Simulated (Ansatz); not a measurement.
This script drives the Python package of Ansatz (0.2.0).

The script, `snse2_transition.py`:
```python
import ansatz as az
import numpy as np
from tabulate import tabulate

XC = "pbesol"
CUTOFF_EV = 510
K_SPACING = 0.3
OCCUPATIONS = "gaussian"
SIGMA = 0.01


def alb2(a_site, b_site, a):
    return (
        az.Lattice.from_parameters(a, a, 1.1 * a, alpha=90, beta=90, gamma=120)
        .space_group(191)
        .atom(a_site, (0, 0, 0))
        .atom(b_site, (1 / 3, 2 / 3, 0.5))
    )


def cdi2(first, second, a):
    return (
        az.Lattice.from_parameters(a, a, 1.6 * a, alpha=90, beta=90, gamma=120)
        .space_group(164)
        .atom(first, (0, 0, 0))
        .atom(second, (1 / 3, 2 / 3, 0.25))
    )


def solve(name, crystal, pressure=0.0):
    calc = (
        crystal.calculation()
        .functional(XC)
        .basis(CUTOFF_EV)
        .kpoints(spacing=K_SPACING)
        .occupations(OCCUPATIONS, width=SIGMA)
    )
    calc = calc.relax(force_tolerance=0.01, max_steps=60, cell=True, pressure=pressure)
    return calc.run()


def volume_per_atom(outcome):
    return abs(np.linalg.det(outcome.lattice.cell_ang)) / len(outcome.lattice.sites)

phases = {}
phases["AlB2"] = alb2("Sn", "Se", 4.06)
phases["CdI2"] = cdi2("Sn", "Se", 3.82)

pressures = [0, 10, 20, 30]
enthalpy, volume = {name: [] for name in phases}, {name: [] for name in phases}
for p in pressures:
    for name, crystal in phases.items():
        o = solve(name, crystal, pressure=p)
        volume[name].append(volume_per_atom(o))
        enthalpy[name].append(o.report["energy_sigma0_ev"] / len(o.lattice.sites) + p * volume[name][-1] / 160.21766)
gap = np.array(enthalpy["CdI2"]) - np.array(enthalpy["AlB2"])
rows = [(p, va, vb, 1000 * d) for p, va, vb, d in zip(pressures, volume["AlB2"], volume["CdI2"], gap)]
print(tabulate(rows, headers=["P (GPa)", "V AlB2 (A^3/atom)", "V CdI2 (A^3/atom)", "H(CdI2) - H(AlB2) (meV/atom)"], floatfmt=".4f", tablefmt="rst"))
crossings = [p0 - g0 * (p1 - p0) / (g1 - g0) for p0, p1, g0, g1 in zip(pressures, pressures[1:], gap, gap[1:]) if g0 * g1 < 0]
print("crossing near", [round(float(p), 1) for p in crossings], "GPa") if crossings else print("no crossing in this range")
```

It is started by `python snse2_transition.py`. How long does it take on 1 thread of Arm Neoverse V1, with other jobs on the host, and how much memory does it need?

It took about 4.7 min, with a peak of 0.51 GiB, for 8 runs of the engine.

Running `python snse2_transition.py` prints:
```text
=========  ===================  ===================  ==============================
  P (GPa)    V AlB2 (A^3/atom)    V CdI2 (A^3/atom)    H(CdI2) - H(AlB2) (meV/atom)
=========  ===================  ===================  ==============================
        0              22.7997              25.8970                       -435.1206
       10              20.1691              21.3068                       -335.2996
       20              18.4925              19.6366                       -270.1186
       30              17.3626              18.4654                       -198.8325
=========  ===================  ===================  ==============================
no crossing in this range
```

Reading the output:
- Absolute energies stand on the zero of these potentials, so only differences at equal settings mean something.
- At a fixed pressure a relaxation lowers the enthalpy F + PV, while F alone can rise.
- Only these two structures are compared, at zero temperature and with their symmetry kept; either may be hypothetical, and another phase may be lower than both. Differences under about 40 meV an atom lie within the error of mesh and functional.
- The cells are prototypes set up for this calculation and needn't exist.
